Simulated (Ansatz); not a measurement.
**C₂H₆AlBr: up Jacob's ladder to CCSD(T)**

Aim: compute C₂H₆AlBr with functionals from several rungs and with coupled cluster, and see how far each lands from CCSD(T) at the basis-set limit for the atomisation energy.

Method: functionals in def2-TZVPP, the program's frozen cores in correlated methods; program: Ansatz 0.2.0, Gaussian basis.

Plan: LDA (SPW92), PBE-D4, revPBE-D4, BLYP-D4, r2SCAN-D4, B97M-V, PBE0-D4, B3LYP-D4, r2SCANh-D4, r2SCAN0-D4, HSE06-D4, BHLYP-D4, CAM-B3LYP-D4, LC-ωPBE, ωB97X-V, ωB97M-V, B2PLYP, PBE-QIDH; CCSD(T)/def2-SVP; CCSD(T)/def2-TZVPP; MP2/def2-QZVPP; extrapolation to the limit; RPA on PBE.

## (1) The relaxed structure

All runs share one geometry, relaxed beforehand with PBE0-D4 in a triple-zeta def2 set.

10 atoms, charge 0, spin multiplicity 1.

Atoms are counted from 1 here; the program's logs count them from 0.

Bond lengths: C1–C2 1.527 Å, C1–H5 1.092 Å, C1–H6 1.094 Å, C1–H7 1.092 Å, C2–Al3 1.948 Å, C2–H8 1.099 Å, C2–H9 1.099 Å, Al3–Br4 2.267 Å, Al3–H10 1.581 Å. Angles: C2–C1–H5 111.6°, C2–C1–H6 111.8°, C2–C1–H7 111.6°, H5–C1–H6 107.5°, H5–C1–H7 106.6°, H6–C1–H7 107.5°, C1–C2–Al3 117.3°, C1–C2–H8 110.6°, C1–C2–H9 110.6°, Al3–C2–H8 106.7°, Al3–C2–H9 106.6°, H8–C2–H9 104.2°, C2–Al3–Br4 119.0°, C2–Al3–H10 124.6°, Br4–Al3–H10 116.4°.

## (2) LDA

This LDA is Slater exchange with PW92 correlation.

Contents of in.yaml:

```yaml
crystal:
  periodic: [false, false, false]
  atoms:
    - {symbol: C, position_ang: [-1.018207, 0.797542, 0.236552]}
    - {symbol: C, position_ang: [0.060149, -0.183522, 0.689452]}
    - {symbol: Al, position_ang: [1.251468, -0.894030, -0.678503]}
    - {symbol: Br, position_ang: [0.950549, -0.261846, -2.834758]}
    - {symbol: H, position_ang: [-1.684422, 0.349675, -0.504405]}
    - {symbol: H, position_ang: [-1.636725, 1.135266, 1.073004]}
    - {symbol: H, position_ang: [-0.584556, 1.685171, -0.229899]}
    - {symbol: H, position_ang: [0.699160, 0.271304, 1.458882]}
    - {symbol: H, position_ang: [-0.391936, -1.049861, 1.192104]}
    - {symbol: H, position_ang: [2.437519, -1.900800, -0.399427]}
basis:
  gaussian: {orbitals: def2-TZVPP}
hamiltonian: {xc: lda}
output: {orbitals: {seedname: orbitals}}
```

The runs that follow: PBE-D4 (GGA); revPBE-D4 (GGA); BLYP-D4 (GGA); r2SCAN-D4 (meta-GGA); B97M-V (meta-GGA); PBE0-D4 (hybrid); B3LYP-D4 (hybrid); r2SCANh-D4 (hybrid); r2SCAN0-D4 (hybrid); HSE06-D4 (hybrid); BHLYP-D4 (hybrid); CAM-B3LYP-D4 (range-separated); LC-ωPBE-D4 (range-separated); ωB97X-V (range-separated); ωB97M-V (range-separated); B2PLYP (double hybrid); PBE-QIDH (double hybrid); CCSD(T) in def2-SVP; CCSD(T) in def2-TZVPP; MP2 in def2-QZVPP; RPA on PBE orbitals.

**Question.** What will the summary of the whole plan be? Wanted: atomisation energy, CCSD(T)/CBS; farthest beyond LDA; mean size of error, GGA; mean size of error, meta-GGA; mean size of error, hybrid; mean size of error, range-separated; mean size of error, double hybrid; gap, smallest and largest; T1 diagnostic.

The runs gave:

| quantity | value |
| --- | --- |
| atomisation energy, CCSD(T)/CBS | 3487.5 kJ/mol |
| functionals within 34.9 kJ/mol (1.0 %) | PBE-D4, r2SCAN-D4, B97M-V, PBE0-D4, B3LYP-D4, r2SCANh-D4, r2SCAN0-D4, HSE06-D4, CAM-B3LYP-D4, LC-ωPBE, ωB97X-V, ωB97M-V, PBE-QIDH |
| farthest beyond LDA | BHLYP-D4 (-76.1 kJ/mol) |
| mean size of error, GGA | 40.7 kJ/mol |
| mean size of error, meta-GGA | 7.0 kJ/mol |
| mean size of error, hybrid | 23.1 kJ/mol |
| mean size of error, range-separated | 11.3 kJ/mol |
| mean size of error, double hybrid | 33.9 kJ/mol |
| gap, smallest and largest | 4.37 eV (LDA (SPW92)), 11.22 eV (LC-ωPBE) |
| T1 diagnostic | 0.0080 |
| triples share of the correlation energy | 3.5 % |

The LDA atomisation energy is off by 399.4 kJ/mol (11 %): it overbinds. PBE-D4 misses by +15.9 kJ/mol. Double hybrids carry the basis error of their MP2 part in triple zeta, and no dispersion term here, so their miss is partly the set-up's. The rungs meta-GGA, range-separated, hybrid, double hybrid miss on average by less than the doubt on the reference (34.9 kJ/mol), so they tie. The reference freezes the cores and leaves out relativity and excitations past (T), and its outer-core shells are covered unevenly, so misses under about 34.9 kJ/mol can't be ranked. All levels share the lack of spin-orbit coupling, which lowers the free heavy atoms and so the true binding. Hartree-Fock recovers 76 % of the binding; the rest is correlation. CCSD(T) in def2-SVP is off by -159.7 kJ/mol, which most functionals beat. Orbital gaps span 4.4 to 11.2 eV; exact exchange widens them. Correlated methods include outer-core shells of Br, which these sets cover unevenly.
